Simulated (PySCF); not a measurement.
# C₄H₄B₂ClF₃: NMR shifts and electronic excitations in gas and solvents

Aim: compute the NMR shifts and electronic excitations of C₄H₄B₂ClF₃ (`B[C@@]1(B(F)F)C/C1=C(/F)Cl`), and see what a dielectric continuum does where one was used.

The runs use PySCF 2.14.0, with density-fitted response routines of our own; the level of theory stands in each step. All values are computed, except where a source is named. Atoms are numbered from 0 throughout.

## 1. The molecule as given

14 atoms, charge 0, multiplicity 1; geometry from: GFN2-xTB. The atoms were then displaced at random by about 0.01 Å, so the start is not that level's minimum.

Bonds of the start (Å): B0–C1 1.54, C1–B2 1.57, B2–F3 1.28, B2–F4 1.33, C1–C5 1.56, C5–C6 1.45, C6–C7 1.31, C7–F8 1.36, C7–Cl9 1.70, C6–C1 1.52, B0–H10 1.18, B0–H11 1.19, C5–H12 1.09, C5–H13 1.08.

## 2. Optimising the geometry at PBE0-D3(BJ)/def2-SVP

Job settings and geometry (Å):

```
{"job": {"xc": "PBE0", "basis": "def2-SVP", "d3": "d3bj", "grid": 1, "shake": 0.01, "kind": "geom"}, "charge": 0, "multiplicity": 1}
B     -1.152080     0.772010     1.243910
C     -0.617290     0.046540    -0.007440
B     -1.272790    -1.283920    -0.526830
F     -2.172630    -1.921930     0.116140
F     -0.893420    -1.855620    -1.664910
C      0.145340     0.892470    -1.076780
C      0.896090     0.100930    -0.119700
C      2.018460    -0.332150     0.387910
F      2.034930    -1.175750     1.459250
Cl     3.572800     0.074570    -0.166920
H     -2.040100     0.316180     1.874260
H     -0.717850     1.836480     1.535400
H      0.073100     0.550480    -2.106590
H      0.118280     1.964650    -0.955460
```

Launch:

```console
$ OMP_NUM_THREADS=1 python probes_run.py task.json out
```

One launch serves the whole session: the jobs run in the order shown.

Log:

```text
step   0  E = -963.10017447  max force = 0.032129
step   1  E = -963.10326454  max force = 0.013864
step   2  E = -963.10495413  max force = 0.006128
step   3  E = -963.10554373  max force = 0.003555
step   4  E = -963.10562187  max force = 0.001556
step   5  E = -963.10569814  max force = 0.001234
step   6  E = -963.10574565  max force = 0.002216
step   7  E = -963.10579287  max force = 0.002500
step   8  E = -963.10584177  max force = 0.002606
step   9  E = -963.10595142  max force = 0.001568
step  10  E = -963.10602415  max force = 0.001572
step  11  E = -963.10607456  max force = 0.001953
step  12  E = -963.10610801  max force = 0.001536
step  13  E = -963.10611728  max force = 0.000992
step  14  E = -963.10612189  max force = 0.001304
step  15  E = -963.10613189  max force = 0.000809
step  16  E = -963.10613751  max force = 0.000618
step  17  E = -963.10614139  max force = 0.000536
step  18  E = -963.10614444  max force = 0.000559
step  19  E = -963.10614757  max force = 0.000507
step  20  E = -963.10615046  max force = 0.000443
optimisation converged
```

Run time: 6.3 min. Hardware: 1 thread of Intel Xeon at 2.70GHz, shared host; peak memory 0.68 GiB.

Along the way:

| step | energy from step 0 (eV) | largest force component (eV/Å) |
| --- | --- | --- |
| 0 | 0.0000 | 1.6521 |
| 1 | -0.0841 | 0.7129 |
| 2 | -0.1301 | 0.3151 |
| 3 | -0.1461 | 0.1828 |
| 4 | -0.1482 | 0.0800 |
| 5 | -0.1503 | 0.0635 |
| 6 | -0.1516 | 0.1140 |
| 7 | -0.1529 | 0.1286 |
| 8 | -0.1542 | 0.1340 |
| 9 | -0.1572 | 0.0806 |
| 10 | -0.1592 | 0.0808 |
| 11 | -0.1605 | 0.1004 |
| 12 | -0.1615 | 0.0790 |
| 13 | -0.1617 | 0.0510 |
| 14 | -0.1618 | 0.0671 |
| 15 | -0.1621 | 0.0416 |
| 16 | -0.1623 | 0.0318 |
| 17 | -0.1624 | 0.0276 |
| 18 | -0.1625 | 0.0287 |
| 19 | -0.1625 | 0.0261 |
| 20 | -0.1626 | 0.0228 |

Close pairs (by a distance rule), those that changed most:

| bond | before (Å) | after (Å) | change (Å) |
| --- | --- | --- | --- |
| C7–F8 | 1.364 | 1.321 | -0.042 |
| B2–F3 | 1.277 | 1.316 | +0.039 |
| B0–H10 | 1.181 | 1.206 | +0.026 |
| B0–H11 | 1.186 | 1.209 | +0.023 |
| C1–B2 | 1.571 | 1.553 | -0.018 |
| C5–C6 | 1.451 | 1.434 | -0.017 |
| C1–C6 | 1.519 | 1.502 | -0.017 |
| C5–H13 | 1.079 | 1.095 | +0.015 |

The final coordinates are the input of the step that follows.

| at the end point | value |
| --- | --- |
| point group (found at 0.08 Å tolerance) | C1 |
| rotational constants (GHz, main isotopes) | 1.906, 0.630, 0.619 |
| dipole moment (D) | 1.94 |

## 3. Nuclear shieldings: PBE0/pcSseg-1 in chloroform

Job settings and geometry (Å):

```
{"job": {"kind": "nmr", "xc": "PBE0", "basis": "pcSseg-1", "solvent": "chloroform", "pop": true}, "charge": 0, "multiplicity": 1}
B     -0.944802     0.630354     1.370052
C     -0.684081     0.204049    -0.090301
B     -1.448991    -0.930749    -0.824478
F     -2.459534    -1.564466    -0.268268
F     -1.106308    -1.302897    -2.045779
C      0.280259     1.077004    -0.929835
C      0.807106     0.028792    -0.104737
C      1.806782    -0.675946     0.390103
F      1.632585    -1.670652     1.242362
Cl     3.449128    -0.410499    -0.012416
H     -1.587766    -0.075669     2.107336
H     -0.428471     1.641040     1.786474
H      0.267030     0.912109    -2.012113
H      0.410005     2.115490    -0.608279
```

With the program's defaults for keys left out, this is: GIAO PBE0/pcSseg-1 NMR shielding, non-relativistic, IEF-PCM chloroform.

Log:

```text
coarse grid: 13880 points
cycle   1  E = -963.3720390186  dE =  1.600e+00  |g| = 7.783e-01  |ddm| = 3.594e+00
cycle   2  E = -963.2553527969  dE =  1.167e-01  |g| = 1.151e+00  |ddm| = 1.247e+00
cycle   3  E = -963.4804560223  dE = -2.251e-01  |g| = 7.925e-02  |ddm| = 7.706e-01
cycle   4  E = -963.4811280853  dE = -6.721e-04  |g| = 6.048e-02  |ddm| = 1.074e-01
cycle   5  E = -963.4819067218  dE = -7.786e-04  |g| = 1.000e-02  |ddm| = 4.926e-02
cycle   6  E = -963.4819259522  dE = -1.923e-05  |g| = 4.254e-03  |ddm| = 1.203e-02
cycle   7  E = -963.4819295961  dE = -3.644e-06  |g| = 8.425e-04  |ddm| = 4.128e-03
final grid: 135296 points
cycle   8  E = -963.5525686002  dE = -6.710e-05  |g| = 7.194e-03  |ddm| = 3.152e-02
cycle   9  E = -963.5525606980  dE =  7.902e-06  |g| = 9.347e-03  |ddm| = 1.346e-02
cycle  10  E = -963.5525793227  dE = -1.862e-05  |g| = 1.571e-03  |ddm| = 8.592e-03
cycle  11  E = -963.5525797638  dE = -4.411e-07  |g| = 4.340e-04  |ddm| = 1.519e-03
cycle  12  E = -963.5525798018  dE = -3.802e-08  |g| = 1.069e-04  |ddm| = 3.808e-04
cycle  13  E = -963.5525798038  dE = -1.945e-09  |g| = 4.457e-05  |ddm| = 1.144e-04
cycle  14  E = -963.5525798042  dE = -4.163e-10  |g| = 6.215e-06  |ddm| = 4.352e-05
converged SCF energy = -963.5525798042

GIAO shielding tensors (ppm)
atom      isotropic    diamagn.    paramagn.     s11        s22        s33       span
  0 B       28.933     193.049    -164.116    -31.086     -3.638    121.524    152.610
  1 C      155.584     260.907    -105.323     86.706    177.729    202.317    115.611
  2 B       74.052     194.651    -120.599     51.265     79.214     91.677     40.412
  3 F      248.788     466.792    -218.004     63.091    303.804    379.470    316.379
  4 F      265.972     469.731    -203.759    103.425    312.250    382.240    278.815
  5 C      161.428     251.773     -90.344    133.113    161.449    189.723     56.610
  6 C       81.613     265.211    -183.598     31.665     56.047    157.127    125.462
  7 C       30.313     243.529    -213.217    -51.003     48.596     93.345    144.348
  8 F      251.002     473.853    -222.851    203.620    251.887    297.498     93.879
  9 Cl     665.042    1146.031    -480.989    489.610    524.657    980.860    491.251
 10 H       24.391      29.659      -5.268     19.452     26.108     27.614      8.162
 11 H       25.329      29.313      -3.984     19.363     26.373     30.250     10.887
 12 H       28.664      29.387      -0.723     23.618     26.481     35.894     12.276
 13 H       29.004      29.344      -0.340     23.663     25.433     37.917     14.254
```

Run time: 58 s. Hardware: 1 thread of Intel Xeon at 2.70GHz, shared host; peak memory 1 GiB.

Shifts follow as δ = σ(reference) − σ, with reference shieldings (ppm) from runs at the same level and on the same kind of geometry: 1H TMS 31.25, 13C TMS 185.2, 19F CFCl3 179.6, 11B BF3·OEt2 101.2. The references are single molecules in the same continuum, so shifts against H2O, NH3, PH3, H3PO4 or CFCl3 are not on the usual liquid scales and can be off by tens of ppm. Atoms listed in one row are averaged.

| atoms | environment | σ (ppm) | δ (ppm) |
| --- | --- | --- | --- |
| C7 | fully substituted alkene carbon bonded to Cl and F | 30.3 | 154.9 |
| C6 | fully substituted alkene carbon | 81.6 | 103.6 |
| C1 | three-membered-ring carbon | 155.6 | 29.6 |
| C5 | three-membered-ring carbon | 161.4 | 23.7 |
| H10, H11 | hydrogen on a boron bonded to C | 24.86 | 6.39 |
| H12 | hydrogen on a three-membered-ring carbon | 28.66 | 2.58 |
| H13 | hydrogen on a three-membered-ring carbon | 29.00 | 2.24 |
| B0 | boron bonded to C, 2 H | 28.9 | 72.3 |
| B2 | boron bonded to C, 2 F | 74.1 | 27.1 |
| F8 | vinylic fluorine | 251.0 | -71.4 |
| F3, F4 | fluorine bonded to B | 257.4 | -77.8 |
| Cl9 | chlorine bonded to C | 665 | – |

Charges from the same density, by scheme (e):

| atoms | Mulliken | IAO | Hirshfeld | ESP fit |
| --- | --- | --- | --- | --- |
| B0 | 0.23 | 0.04 | 0.13 | 0.25 |
| C1 | -0.63 | -0.29 | -0.14 | -0.14 |
| B2 | 0.85 | 0.74 | 0.32 | 0.75 |
| F3, F4 | -0.29 | -0.31 | -0.14 | -0.31 |
| C5 | -0.01 | -0.24 | -0.06 | -0.51 |
| C6 | -0.22 | -0.03 | -0.03 | 0.07 |
| C7 | 0.30 | 0.24 | 0.10 | 0.06 |
| F8 | -0.24 | -0.24 | -0.06 | -0.09 |
| Cl9 | -0.06 | 0.02 | -0.01 | -0.01 |

Mayer bond orders: B0–C1 0.96, C1–B2 0.90, B2–F3 1.12, B2–F4 1.11, C1–C5 0.90, C5–C6 0.99, C6–C7 1.63, C7–F8 0.96, C7–Cl9 1.11, C6–C1 0.89.

Ring of atoms C1, C5, C6: NICS(0) -38.7, NICS(1) -7.2, NICS(1)zz -21.0 ppm (means of both faces). The ring holds saturated atoms, so no π current runs round it: these values come from its σ bonds, any local π bonds and neighbouring rings, and say nothing of aromaticity.

In rings of three or four atoms NICS is ruled by the nearby σ bonds, so it says little on aromaticity.

## 4. Excited states and response: B3LYP/def2-SVPD

Settings changed since step 3:

```diff
@@ -1,2 +1,2 @@
-{"job": {"kind": "nmr", "xc": "PBE0", "basis": "pcSseg-1", "solvent": "chloroform", "pop": true}, "charge": 0, "multiplicity": 1}
+{"job": {"kind": "uv", "xc": "B3LYP", "basis": "def2-SVPD", "dynamic": true, "nstates": 6, "ntriplets": 0}, "charge": 0, "multiplicity": 1}
 B     -0.944802     0.630354     1.370052
```

Level: TDDFT B3LYP/def2-SVPD, vertical, gas phase, core orbitals frozen in the response.

Log:

```text
coarse grid: 13880 points
cycle   1  E = -963.5975673106  dE =  1.479e+00  |g| = 7.805e-01  |ddm| = 7.559e+00
cycle   2  E = -963.4218377948  dE =  1.757e-01  |g| = 1.260e+00  |ddm| = 3.701e+00
cycle   3  E = -963.7110668079  dE = -2.892e-01  |g| = 9.970e-02  |ddm| = 2.674e+00
cycle   4  E = -963.7125200142  dE = -1.453e-03  |g| = 7.080e-02  |ddm| = 4.739e-01
cycle   5  E = -963.7136566738  dE = -1.137e-03  |g| = 1.406e-02  |ddm| = 1.740e-01
cycle   6  E = -963.7136966945  dE = -4.002e-05  |g| = 5.239e-03  |ddm| = 4.097e-02
cycle   7  E = -963.7137027596  dE = -6.065e-06  |g| = 1.317e-03  |ddm| = 1.120e-02
final grid: 135296 points
cycle   8  E = -963.8328387399  dE = -5.961e-05  |g| = 6.520e-03  |ddm| = 1.493e-01
cycle   9  E = -963.8328232194  dE =  1.552e-05  |g| = 1.040e-02  |ddm| = 2.455e-02
cycle  10  E = -963.8328483361  dE = -2.512e-05  |g| = 1.373e-03  |ddm| = 1.629e-02
cycle  11  E = -963.8328487460  dE = -4.099e-07  |g| = 2.973e-04  |ddm| = 2.700e-03
cycle  12  E = -963.8328487622  dE = -1.617e-08  |g| = 1.393e-04  |ddm| = 1.317e-03
cycle  13  E = -963.8328487666  dE = -4.408e-09  |g| = 4.215e-05  |ddm| = 5.886e-04
cycle  14  E = -963.8328487670  dE = -4.561e-10  |g| = 4.849e-06  |ddm| = 1.059e-04
converged SCF energy = -963.8328487670

Static polarisability (au): isotropic 91.006, principal 75.021 81.068 116.928

Singlet excitations
state   eV       nm        f      main configurations
  1   4.7785    259.5   0.08024   H->L 0.90, H->L+1 0.08
  2   5.6779    218.4   0.07314   H->L+1 0.81, H->L+2 0.10
  3   5.7759    214.7   0.00308   H-1->L 0.94
  4   6.2240    199.2   0.01697   H-2->L 0.79, H-3->L 0.14
  5   6.6244    187.2   0.01254   H->L+3 0.59, H->L+4 0.18, H->L+2 0.18
  6   6.7553    183.5   0.05347   H-3->L 0.71, H-2->L 0.12
```

Wall time 1.7 min (1 thread of Intel Xeon at 2.70GHz, shared host); peak memory 0.99 GiB.

Frontier orbitals and where they lie:

| orbital | eV | atoms |
| --- | --- | --- |
| HOMO−3 | -9.85 | Cl9 31 %, B0 17 %, C1 16 % |
| HOMO−2 | -9.26 | Cl9 34 %, C1 20 %, C6 14 % |
| HOMO−1 | -9.07 | B0 24 %, C5 17 %, H10 15 % |
| HOMO | -7.53 | C6 28 %, C7 24 %, Cl9 21 % |
| LUMO | -1.98 | B0 43 %, C1 11 %, C7 11 % |
| LUMO+1 | -0.96 | B2 21 %, C6 13 %, C7 12 % |
| LUMO+2 | -0.09 | C6 19 %, B2 14 %, C7 13 % |

With each of the 6 states as a Gaussian band of 0.4 eV half-width at 1/e, the curve within the window shown has maxima at 259 nm (ε 3,300), 218 nm (ε 3,200), 185 nm (ε 2,800) L/(mol cm). Beyond the last state computed it falls off for lack of states. The curve at chosen wavelengths:

| nm | ε (L/mol/cm) |
| --- | --- |
| 176 | 1402 |
| 181 | 2435 |
| 186 | 2779 |
| 190 | 2489 |
| 195 | 1950 |
| 200 | 1741 |
| 205 | 2034 |
| 210 | 2637 |
| 214 | 3062 |
| 219 | 3202 |
| 224 | 2849 |
| 229 | 2273 |
| 234 | 1850 |
| 238 | 1782 |
| 243 | 2046 |
| 248 | 2537 |
| 253 | 3009 |
| 258 | 3255 |
| 262 | 3226 |
| 267 | 2926 |
| 272 | 2430 |
| 277 | 1864 |
| 282 | 1332 |
| 286 | 972 |
| 291 | 623 |
| 296 | 380 |

Ground-state properties from the same run:

| property | computed |
| --- | --- |
| dipole moment (D) | 2.15 |
| polarisability (Å³) | 13.49 |
| HOMO–LUMO gap (eV) | 5.55 |
| −ε(HOMO) (eV) | 7.53 |
| C6 with itself (au) | 3299 |

## 5. Excited states and response: B3LYP/def2-SVPD in chloroform

Settings changed since step 4:

```diff
@@ -1,2 +1,2 @@
-{"job": {"kind": "uv", "xc": "B3LYP", "basis": "def2-SVPD", "dynamic": true, "nstates": 6, "ntriplets": 0}, "charge": 0, "multiplicity": 1}
+{"job": {"kind": "uv", "xc": "B3LYP", "basis": "def2-SVPD", "solvent": "chloroform", "nstates": 6, "ntriplets": 0}, "charge": 0, "multiplicity": 1}
 B     -0.944802     0.630354     1.370052
```

With the program's defaults for keys left out, this is: TDDFT B3LYP/def2-SVPD, vertical, IEF-PCM chloroform (non-equilibrium linear response), core orbitals frozen in the response.

Log:

```text
coarse grid: 13880 points
cycle   1  E = -963.6033614185  dE =  1.474e+00  |g| = 7.729e-01  |ddm| = 7.564e+00
cycle   2  E = -963.4430211431  dE =  1.603e-01  |g| = 1.224e+00  |ddm| = 3.552e+00
cycle   3  E = -963.7150733266  dE = -2.721e-01  |g| = 8.757e-02  |ddm| = 2.557e+00
cycle   4  E = -963.7160889385  dE = -1.016e-03  |g| = 6.380e-02  |ddm| = 3.919e-01
cycle   5  E = -963.7169944953  dE = -9.056e-04  |g| = 1.230e-02  |ddm| = 1.504e-01
cycle   6  E = -963.7170258166  dE = -3.132e-05  |g| = 4.445e-03  |ddm| = 3.559e-02
cycle   7  E = -963.7170301531  dE = -4.337e-06  |g| = 1.031e-03  |ddm| = 8.572e-03
final grid: 135296 points
cycle   8  E = -963.8361576245  dE = -6.070e-05  |g| = 6.144e-03  |ddm| = 1.487e-01
cycle   9  E = -963.8361466915  dE =  1.093e-05  |g| = 9.262e-03  |ddm| = 2.207e-02
cycle  10  E = -963.8361660675  dE = -1.938e-05  |g| = 1.258e-03  |ddm| = 1.352e-02
cycle  11  E = -963.8361664060  dE = -3.386e-07  |g| = 2.620e-04  |ddm| = 2.392e-03
cycle  12  E = -963.8361664188  dE = -1.275e-08  |g| = 1.188e-04  |ddm| = 1.040e-03
cycle  13  E = -963.8361664218  dE = -3.032e-09  |g| = 3.459e-05  |ddm| = 4.657e-04
cycle  14  E = -963.8361664221  dE = -2.831e-10  |g| = 3.738e-06  |ddm| = 7.993e-05
converged SCF energy = -963.8361664221

Static polarisability (au): isotropic 111.087, principal 90.328 100.158 142.774

Singlet excitations
state   eV       nm        f      main configurations
  1   4.7485    261.1   0.11235   H->L 0.92
  2   5.6419    219.8   0.09634   H->L+1 0.85
  3   5.7715    214.8   0.00305   H-1->L 0.94
  4   6.1976    200.1   0.02337   H-2->L 0.80, H-3->L 0.13
  5   6.5924    188.1   0.01319   H->L+2 0.46, H->L+3 0.35, H->L+4 0.15
  6   6.7197    184.5   0.05478   H->L+4 0.54, H->L+3 0.18, H-3->L 0.12
```

It took 77 s on 1 thread of Intel Xeon at 2.70GHz, shared host; peak memory 1.2 GiB.

Key values: HOMO -7.36 eV, LUMO -1.81 eV; lowest singlet 4.75 eV.

## 6. Comparing the runs: electronic excitations

Excitations and ground-state properties, with basis size and wall time:

| run | lowest singlet (eV) | brightest (eV) | f | gap (eV) | α (Å³) | μ (D) | functions | time |
| --- | --- | --- | --- | --- | --- | --- | --- | --- |
| B3LYP/def2-SVPD | 4.78 | 4.78 | 0.080 | 5.55 | 13.49 | 2.15 | 248 | 1.7 min |
| B3LYP/def2-SVPD in chloroform | 4.75 | 4.75 | 0.112 | 5.55 | 16.46 | 2.59 | 248 | 77 s |

## 7. Outcome

```
                                                                             quantity                         value
                                                                          point group                            C1
                                                 rotational constants (main isotopes)          1.91, 0.63, 0.62 GHz
                                   13C shifts against TMS (PBE0/pcSseg-1, chloroform)  154.9, 103.6, 29.6, 23.7 ppm
   1H shifts against TMS (PBE0/pcSseg-1, chloroform, means over atoms taken as alike)          6.39, 2.58, 2.24 ppm
                              11B shifts against BF3·OEt2 (PBE0/pcSseg-1, chloroform)                72.3, 27.1 ppm
19F shifts against CFCl3 (PBE0/pcSseg-1, chloroform, means over atoms taken as alike)              -71.4, -77.8 ppm
                                         shieldings of Cl (PBE0/pcSseg-1, chloroform)                 Cl9 665.0 ppm
                                                     lowest singlet (B3LYP/def2-SVPD)   4.78 eV (259 nm), f = 0.080
                                                          range of the lowest singlet               4.75 to 4.78 eV
```

In words: The start of the PBE0/def2-SVP relaxation was shaken at random by about 0.01 Å, so part of the energy gained, and of the first lengths quoted, undoes that. Over 20 steps the energy fell by 0.163 eV; of the close pairs, C7–F8 changed most, 1.364 to 1.321 Å. At PBE0/pcSseg-1: The largest span, 491 ppm, is at Cl9, where the paramagnetic term is -481 ppm. The lowest singlet, at 4.78 eV, is HOMO→LUMO 0.90, HOMO→LUMO+1 0.08 and is bright. The lowest singlet moves an electron between orbitals on different atoms, a charge-transfer state, which B3LYP without long-range exact exchange places too low; its energy and rank are unsure. The lowest singlet runs from 4.75 eV (B3LYP/def2-SVPD in chloroform) to 4.78 eV (B3LYP/def2-SVPD), while the orbital gap is 5.55 eV. The lowest state need not be the same one in every run.
